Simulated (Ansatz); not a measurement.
# Ta5Ru: the cost of one run

Program: Ansatz 0.2.0. Level of theory: DFT PBE, scalar-relativistic, plane waves, PAW. These are calculated values, not measurements.

1 further run of the same task is left out (it didn't finish).

## Step 1: Starting point

The structure is tetragonal, space group P4/mmm (No. 123). Conventional cell: a = 3.240 Å, b = 3.240 Å, c = 9.972 Å, α = 90.00°, β = 90.00°, γ = 90.00°. Ta (site symmetry 4mm) has 13 Ta at 2.85 to 3.39 Å and 1 Ru at 3.29 Å as nearest neighbours. Ta (site symmetry 4mm) has 4 Ru at 2.78 Å and 9 Ta at 2.86 to 3.24 Å as nearest neighbours. Ta (site symmetry 4/mmm) is surrounded by 12 Ta at 2.85 to 3.24 Å. Ru (site symmetry 4/mmm) is surrounded by 8 Ta at 2.78 Å.

As a file:

```cif
data_structure
_symmetry_space_group_name_H-M 'P 1'
_symmetry_Int_Tables_number 1
_cell_length_a 3.2397
_cell_length_b 3.2397
_cell_length_c 9.9719
_cell_angle_alpha 90.000
_cell_angle_beta 90.000
_cell_angle_gamma 90.000
_cell_volume 104.66
loop_
_atom_site_label
_atom_site_type_symbol
_atom_site_fract_x
_atom_site_fract_y
_atom_site_fract_z
_atom_site_occupancy
Ta1 Ta 0.00000 0.00000 0.16987 1
Ta2 Ta 0.50000 0.50000 0.34131 1
Ta3 Ta 0.50000 0.50000 0.65869 1
Ta4 Ta 0.00000 0.00000 0.83013 1
Ta5 Ta 0.50000 0.50000 0.00000 1
Ru1 Ru 0.00000 0.00000 0.50000 1
```

The cell was relaxed beforehand at this level, from a generated guess; it is a trial structure. At a tolerance of 0.05 Å it has space group P4/mmm (No. 123); it has 17.44 Å³/atom, an uncorrected energy of -0.19 eV/atom over the elements.

## Step 2: Electronic structure at the relaxed geometry

input.yaml

```yaml
crystal:
  lattice:
    - [3.239655583, 0.0, 0.0]
    - [0.0, 3.239655583, 0.0]
    - [0.0, 0.0, 9.9719361507]
  atoms:
    - { symbol: Ta, position: [0.0, 0.0, 0.1698725153] }
    - { symbol: Ta, position: [0.5, 0.5, 0.3413101244] }
    - { symbol: Ta, position: [0.5, 0.5, 0.6586898756] }
    - { symbol: Ta, position: [0.0, 0.0, 0.8301274847] }
    - { symbol: Ta, position: [0.5, 0.5, 0.0] }
    - { symbol: Ru, position: [0.0, 0.0, 0.5] }
basis:
  ecutwfc: 420
kpoints:
  mp_grid: { grid: [12, 12, 4] }
  band_path:
    path:
      - [[0.0, 0.0, 0.0], [0.0, 0.5, 0.0], [0.5, 0.5, 0.0], [0.0, 0.0, 0.0], [0.0, 0.0, 0.5], [0.0, 0.5, 0.5], [0.5, 0.5, 0.5], [0.0, 0.0, 0.5]]
      - [[0.0, 0.5, 0.0], [0.0, 0.5, 0.5]]
      - [[0.5, 0.5, 0.0], [0.5, 0.5, 0.5]]
    npoints: 14
hamiltonian:
  xc: pbe
scf:
  occupations: { method: gaussian, width: 0.1 }
  n_extra_bands: 15
output:
  forces: true
  stress: true
  eigenvalues: true
  populations: true
  dos: { projected: true, de: 0.02, nscf_kmesh: { grid: [15, 15, 5] } }
  bader: true
  write_density: true
  write_potential: true
  elf: true
  volumetric_format: npy
```

Run with:

```
ansatz run input.yaml --threads 1 --pin off --max-ram 2560MiB --backend cpu --events-out ev --progress --plain --runs-dir out
```

What time and memory should one allow on 1 thread of Intel Xeon Platinum 8259CL at 2.50GHz (Skylake/Cascade Lake), shared host?

About 2.6 min, with a peak of 0.76 GiB.
